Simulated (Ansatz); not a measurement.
A run of Ansatz 0.2.0:

input.yaml

```yaml
crystal:
  lattice:
    - [2.96705, 0.0, 0.0]
    - [0.0, 2.96703, 0.0]
    - [0.0, 0.0, 23.8]
  atoms:
    - { symbol: Sn, position: [0.0, 0.0, 0.29412] }
kpoints:
  mp_grid: { grid: [9, 9, 1] }
  band_path:
    path:
      - [0.0, 0.0, 0.0]
      - [0.0, 0.5, 0.0]
      - [0.5, 0.5, 0.0]
      - [0.0, 0.0, 0.0]
      - [0.0, 0.0, 0.5]
      - [0.0, 0.5, 0.5]
      - [0.5, 0.5, 0.5]
      - [0.0, 0.0, 0.5]
    npoints: 8
scf:
  occupations: { method: fermi_dirac, width: 0.05 }
hamiltonian:
  xc: pbe
  pseudopotentials: { kind: all_electron, lapw: { basis_error: 0.002 } }
output:
  forces: true
  stress: true
  eigenvalues: true
  fatbands: true
  dos: { projected: true, de: 0.1, e_range: [-14, 8] }
  populations: true
```

Potentials or basis: all-electron LAPW, scalar-relativistic.

Launch:

```sh
$ ansatz run input.yaml --threads 2 --pin off --max-ram 8192MiB --backend cpu --events-out ev --progress --plain --runs-dir out
```

Hardware: 2 threads of AMD EPYC 7R43 64-Core Processor (Zen 3), on a shared host.

Question: How long does it take, and how much memory?

Answer: Run time: 16 s on 2 threads of AMD EPYC 7R43 64-Core Processor (Zen 3), with other jobs on the host, peak memory 0.42 GiB. Counts: scf iterations 8, plane waves 1419, k points 25, bands 15.
